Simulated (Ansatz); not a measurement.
**CH4Cl2NOV: how energies converge with the basis set**

An exercise on one series of results from a longer session: the logs are not shown, and one member is left open.

Method: one geometry, several basis sets; program: Ansatz 0.2.0, Gaussian basis.

Levels to be run: PBE0-D4/def2-SVP; ωB97M-V/def2-SVP; PBE0-D4/def2-QZVPP; ωB97M-V/def2-QZVPP; the functionals' def2-TZVPP values are taken from earlier runs.

1 further run of the same task is left out (it didn't finish).

### The geometry

An earlier PBE0-D4 in a triple-zeta def2 set relaxation fixed the geometry.

10 atoms, charge 0, spin multiplicity 1.

Atoms are counted from 1 here; the program's logs count them from 0.

Bond lengths: C1–N2 1.411 Å, C1–H7 1.095 Å, C1–H8 1.095 Å, C1–H9 1.095 Å, N2–V3 1.593 Å, V3–O4 1.750 Å, V3–Cl5 2.165 Å, V3–Cl6 2.165 Å, O4–H10 0.960 Å. Angles: N2–C1–H7 110.6°, N2–C1–H8 109.9°, N2–C1–H9 109.9°, H7–C1–H8 108.8°, H7–C1–H9 108.8°, H8–C1–H9 108.8°, C1–N2–V3 173.8°, N2–V3–O4 108.4°, N2–V3–Cl5 106.1°, N2–V3–Cl6 106.1°, O4–V3–Cl5 111.7°, O4–V3–Cl6 111.7°, Cl5–V3–Cl6 112.4°, V3–O4–H10 124.3°.

The first run:

Input file in.yaml:

```yaml
crystal:
  periodic: [false, false, false]
  atoms:
    - {symbol: C, position_ang: [-1.406801, -0.929776, -0.322455]}
    - {symbol: N, position_ang: [-0.290842, -0.109526, -0.053056]}
    - {symbol: V, position_ang: [0.858768, 0.948081, 0.260802]}
    - {symbol: O, position_ang: [2.390872, 0.103373, 0.300964]}
    - {symbol: Cl, position_ang: [0.788061, 2.403570, -1.340161]}
    - {symbol: Cl, position_ang: [0.369708, 1.811353, 2.184869]}
    - {symbol: H, position_ang: [-1.096019, -1.971238, -0.454934]}
    - {symbol: H, position_ang: [-2.117868, -0.875983, 0.508616]}
    - {symbol: H, position_ang: [-1.906155, -0.590850, -1.236223]}
    - {symbol: H, position_ang: [2.493376, -0.840203, 0.154681]}
basis:
  gaussian: {orbitals: def2-SVP}
hamiltonian: {xc: pbe0, dispersion: d4}
output: {orbitals: {seedname: orbitals}}
```

Among the steps run: PBE0-D4 in def2-SVP; ωB97M-V in def2-SVP; PBE0-D4 in def2-QZVPP; ωB97M-V in def2-QZVPP.

One of the session's tables, all rows but one given; the rest of the session is left out.

It belongs to the step «Density functionals: the series». 

```
functional       basis  HOMO (eV)  LUMO (eV)
   PBE0-D4    def2-SVP      -7.94      -2.80
   PBE0-D4  def2-TZVPP      -8.10      -2.88
   PBE0-D4  def2-QZVPP      -8.13      -2.92
   ωB97M-V    def2-SVP     -10.10      -0.60
   ωB97M-V  def2-TZVPP          ?          ?
   ωB97M-V  def2-QZVPP     -10.35      -0.78
```

Q: Estimate the row for ωB97M-V, def2-TZVPP from the others.

The run gave: HOMO (eV): -10.32; LUMO (eV): -0.73. In the column «HOMO (eV)» it lies between ωB97M-V, def2-QZVPP (-10.35) and ωB97M-V, def2-SVP (-10.10).
